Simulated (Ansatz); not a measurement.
# HCl on W (110)

This session takes W and sets out to adsorb HCl from several starts and take the binding apart.

The COD cell was measured well above room temperature, so it is larger than a cold one.

Program: Ansatz 0.2.0. Level of theory: DFT PBE+D3(BJ), scalar-relativistic, plane waves, PAW. These are calculated values, not measurements.

3 further runs of the same task are left out: 3 set aside as unsound or not needed.

## Step 1: The starting structure

The structure is orthorhombic, space group Cmmm (No. 65). The conventional cell has a = 3.159 Å, b = 4.468 Å, c = 20.468 Å, α = 90.00°, β = 90.00°, γ = 90.00°. Around W (site symmetry mm2) lie 6 W at 2.70 to 2.74 Å. W (site symmetry mmm) is surrounded by 8 W at 2.70 to 2.74 Å.

Structure file:

```xyz
12
Lattice="5.4722 0.0000 0.0000 -1.8241 5.1592 0.0000 0.0000 0.0000 20.4680" Properties=species:S:1:pos:R:3 pbc="T T T"
W     0.9120    1.2898    8.0000
W     0.0000    3.8694    8.0000
W     3.6481    1.2898    8.0000
W     2.7361    3.8694    8.0000
W     1.8241    2.5796   10.1854
W     2.7361    0.0000   10.1854
W    -0.9120    2.5796   10.1854
W     0.0000    0.0000   10.1854
W     2.7361    3.8694   12.3702
W     3.6481    1.2898   12.3702
W     0.0000    3.8694   12.3702
W     0.9120    1.2898   12.3702
```

Miller indices refer to the conventional cell of the relaxed bulk, Im-3m (No. 229): a = 3.159 Å, b = 3.159 Å, c = 3.159 Å, α = 90.00°, β = 90.00°, γ = 90.00°.

This (110) slab, 4.5 Å thick as cut, with 16 Å of vacuum, in a 2×2 surface cell; its outer planes are W (top) and W (bottom), was relaxed beforehand with its lower half held: -124611.3846 eV, work function 4.83 eV.

## Step 2: HCl, tilted, over a bridge (W-W) site

input.yaml

```yaml
crystal:
  lattice:
    - [5.4721979616, 0.0, 0.0]
    - [-1.8240659872, 5.1592377156, 0.0]
    - [0.0, 0.0, 23.4919309258]
  atoms:
    - { symbol: W, position: [0.25, 0.25, 0.3405424623] }
    - { symbol: W, position: [0.25, 0.75, 0.3405424623] }
    - { symbol: W, position: [0.75, 0.25, 0.3405424623] }
    - { symbol: W, position: [0.75, 0.75, 0.3405424623] }
    - { symbol: W, position: [0.5, 0.5, 0.4335722647] }
    - { symbol: W, position: [0.5, 0.0, 0.4335722647] }
    - { symbol: W, position: [0.0, 0.5, 0.4335722647] }
    - { symbol: W, position: [0.0, 0.0, 0.4335722647] }
    - { symbol: W, position: [0.75, 0.75, 0.5265731758] }
    - { symbol: W, position: [0.75, 0.25, 0.5265731758] }
    - { symbol: W, position: [0.25, 0.75, 0.5265731758] }
    - { symbol: W, position: [0.25, 0.25, 0.5265731758] }
    - { symbol: Cl, position: [0.867564246, 0.6398823509, 0.6561453259] }
    - { symbol: H, position: [1.0, 0.75, 0.6125601475] }
basis:
  ecutwfc: 420
kpoints:
  mp_grid: { grid: [4, 4, 1] }
hamiltonian:
  xc: pbe
  dispersion: d3bj
scf:
  occupations: { method: gaussian, width: 0.1 }
output:
  forces: true
  eigenvalues: true
  write_density: true
  write_potential: true
  elf: true
  volumetric_format: npy
relax:
  adjacent_minimum: "off"
  f_tol: 0.04
  max_steps: 100
  constraints: [{ sites: [0, 1, 2, 3] }]
efield:
  axis: 3
  dipole_correction: true
  ramp_width: 0.04
```

On the command line:

```
$ ansatz run input.yaml --threads 4 --pin off --max-ram 10240MiB --backend cpu --events-out ev --progress --plain --runs-dir out
```

Further runs follow: HCl, inverted, over a bridge (W-W) site; the lowest end once more, with its density; the slab alone, frozen as in the lowest end; the molecules alone, frozen as adsorbed.

Q: Predict the outcome of this session. Wanted: HCl: lowest end; interaction of the frozen parts; electrons moved above the midplane.

**Answer**, as computed:

| quantity | value |
| --- | --- |
| HCl: lowest end | E_ads -2.88 eV, tilted start over bridge W-W |
| interaction of the frozen parts | -7.36 eV a cell |
| cost of deforming the slab | 0.11 eV |
| cost of deforming and crowding the molecules | 4.37 eV |
| electrons moved above the midplane | +0.066 |

What this shows: HCl binds with 2.88 eV a molecule at best. In the lowest end it has come apart into Cl + H. In all 0.87 electrons are rearranged, and 0.07 cross the midplane towards the molecule. These runs have no spin-orbit coupling; with W it would split and shift bands.
